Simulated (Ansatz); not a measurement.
# C2H5BClF: how energies converge with the basis set

The task here is to estimate one member of a computed series from the others.

Computed with Ansatz 0.2.0, Gaussian basis. Level: one geometry, several basis sets.

The runs, in order: PBE0-D4/def2-SVP; ωB97M-V/def2-SVP; PBE0-D4/def2-QZVPP; ωB97M-V/def2-QZVPP; the functionals' def2-TZVPP values are taken from earlier runs.

## Structure used throughout

An earlier PBE0-D4 in a triple-zeta def2 set relaxation fixed the geometry.

SMILES `CCB(F)Cl`, 10 atoms, charge 0, spin multiplicity 1.

Atoms are counted from 1 here; the program's logs count them from 0.

Bond lengths: C1–C2 1.524 Å, C1–H6 1.092 Å, C1–H7 1.092 Å, C1–H8 1.092 Å, C2–B3 1.557 Å, C2–H9 1.098 Å, C2–H10 1.098 Å, B3–F4 1.319 Å, B3–Cl5 1.761 Å. Angles: C2–C1–H6 111.4°, C2–C1–H7 111.4°, C2–C1–H8 111.3°, H6–C1–H7 107.2°, H6–C1–H8 107.7°, H7–C1–H8 107.7°, C1–C2–B3 115.5°, C1–C2–H9 111.1°, C1–C2–H10 111.1°, B3–C2–H9 107.3°, B3–C2–H10 107.4°, H9–C2–H10 103.7°, C2–B3–F4 122.0°, C2–B3–Cl5 121.6°, F4–B3–Cl5 116.4°.

The first run:

File in.yaml:

```yaml
crystal:
  periodic: [false, false, false]
  atoms:
    - {symbol: C, position_ang: [-0.833784, 0.266560, 0.896720]}
    - {symbol: C, position_ang: [0.326796, 0.449410, -0.073263]}
    - {symbol: B, position_ang: [0.658749, -0.783976, -0.963098]}
    - {symbol: F, position_ang: [-0.024531, -1.909690, -0.881368]}
    - {symbol: Cl, position_ang: [1.971436, -0.748938, -2.136817]}
    - {symbol: H, position_ang: [-1.760211, 0.030869, 0.368869]}
    - {symbol: H, position_ang: [-0.643816, -0.551399, 1.594797]}
    - {symbol: H, position_ang: [-1.006583, 1.170809, 1.483595]}
    - {symbol: H, position_ang: [0.149014, 1.298898, -0.745260]}
    - {symbol: H, position_ang: [1.245931, 0.726257, 0.458926]}
basis:
  gaussian: {orbitals: def2-SVP}
hamiltonian: {xc: pbe0, dispersion: d4}
output: {orbitals: {seedname: orbitals}}
```

The run is started by

```
$ ansatz run in.yaml --threads 4 --pin off --events-out ev --progress --plain --max-ram 10444MiB
```

Steps of the session up to this table: PBE0-D4 in def2-SVP; ωB97M-V in def2-SVP; PBE0-D4 in def2-QZVPP; ωB97M-V in def2-QZVPP.

One table of the session follows, with a row left open; its other results are not shown here.

It belongs to the step «Functionals by basis». 

```
functional       basis  HOMO (eV)  LUMO (eV)
   PBE0-D4    def2-SVP      -8.86      -0.22
   PBE0-D4  def2-TZVPP      -8.99      -0.43
   PBE0-D4  def2-QZVPP      -9.01      -0.49
   ωB97M-V    def2-SVP          ?          ?
   ωB97M-V  def2-TZVPP     -11.27       1.66
   ωB97M-V  def2-QZVPP     -11.30       1.55
```

Q: Estimate the row for ωB97M-V, def2-SVP from the others.

As computed: HOMO (eV): -11.12; LUMO (eV): 1.95. In the column «HOMO (eV)» it lies between ωB97M-V, def2-TZVPP (-11.27) and PBE0-D4, def2-QZVPP (-9.01).
